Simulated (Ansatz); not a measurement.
# C3H9FSi2: the cost of one run

Method: RKS B3LYP-D4/STO-3G, in Ansatz 0.2.0.

## Step 1: The structure to begin with

Bond lengths (14 of 15 bonds, heavy atoms first): F1–C2 1.325 Å, C2–Si3 1.854 Å, Si3–C4 1.807 Å, C4–C5 1.491 Å, C4–Si6 1.898 Å, C5–Si6 1.914 Å, C2–H7 1.114 Å, C2–H8 1.092 Å, Si3–H9 1.539 Å, Si3–H10 1.504 Å, C4–H11 1.069 Å, C5–H12 1.120 Å, C5–H13 1.108 Å, Si6–H14 1.490 Å. Angles (14 of 30 angles, heavy atoms first): F1–C2–Si3 110.9°, C2–Si3–C4 115.6°, Si3–C4–C5 123.3°, Si3–C4–Si6 111.9°, C5–C4–Si6 67.5°, C4–C5–Si6 66.4°, C4–Si6–C5 46.1°, F1–C2–H7 107.1°, F1–C2–H8 109.2°, Si3–C2–H7 112.0°, Si3–C2–H8 110.2°, C2–Si3–H9 109.5°, C2–Si3–H10 107.8°, C4–Si3–H9 112.0°.

Structure file:

```xyz
15

F    -0.3460   -2.2029    1.4156
C     0.8913   -1.9990    0.9881
Si    1.1114   -0.2501    0.4141
C    -0.0200    0.2941   -0.8850
C    -0.4242    1.7169   -1.0740
Si   -1.7569    0.6507   -0.2086
H     1.5755   -2.2520    1.8304
H     1.1095   -2.6938    0.1738
H     1.0916    0.6962    1.6279
H     2.5103   -0.1145   -0.1214
H    -0.0800   -0.3379   -1.7455
H    -0.0143    2.4846   -0.3694
H    -0.7986    2.1037   -2.0419
H    -2.9388    0.6359   -1.1155
H    -1.9327    1.2173    1.1407
```

## Step 2: Relaxing the start

input.yaml reads:

```yaml
crystal:
  periodic: [false, false, false]
  atoms:
    - { symbol: F, position_ang: [-0.346, -2.2029, 1.4156] }
    - { symbol: C, position_ang: [0.8913, -1.999, 0.9881] }
    - { symbol: Si, position_ang: [1.1114, -0.2501, 0.4141] }
    - { symbol: C, position_ang: [-0.02, 0.2941, -0.885] }
    - { symbol: C, position_ang: [-0.4242, 1.7169, -1.074] }
    - { symbol: Si, position_ang: [-1.7569, 0.6507, -0.2086] }
    - { symbol: H, position_ang: [1.5755, -2.252, 1.8304] }
    - { symbol: H, position_ang: [1.1095, -2.6938, 0.1738] }
    - { symbol: H, position_ang: [1.0916, 0.6962, 1.6279] }
    - { symbol: H, position_ang: [2.5103, -0.1145, -0.1214] }
    - { symbol: H, position_ang: [-0.08, -0.3379, -1.7455] }
    - { symbol: H, position_ang: [-0.0143, 2.4846, -0.3694] }
    - { symbol: H, position_ang: [-0.7986, 2.1037, -2.0419] }
    - { symbol: H, position_ang: [-2.9388, 0.6359, -1.1155] }
    - { symbol: H, position_ang: [-1.9327, 1.2173, 1.1407] }
basis:
  gaussian: { orbitals: STO-3G }
hamiltonian:
  xc: b3lyp
  dispersion: d4
relax:
  f_tol: 0.02
  max_steps: 40
scf:
  lower_state_search: "off"
```

Run with:

```console
ansatz run input.yaml --threads 1 --pin off --max-ram 2048MiB --backend cpu --events-out ev --progress --plain --runs-dir out
```

What time and memory should one allow on 1 thread of Intel Xeon Platinum 8488C (Sapphire Rapids), shared host?

About 31 s, with a peak of 0.14 GiB.
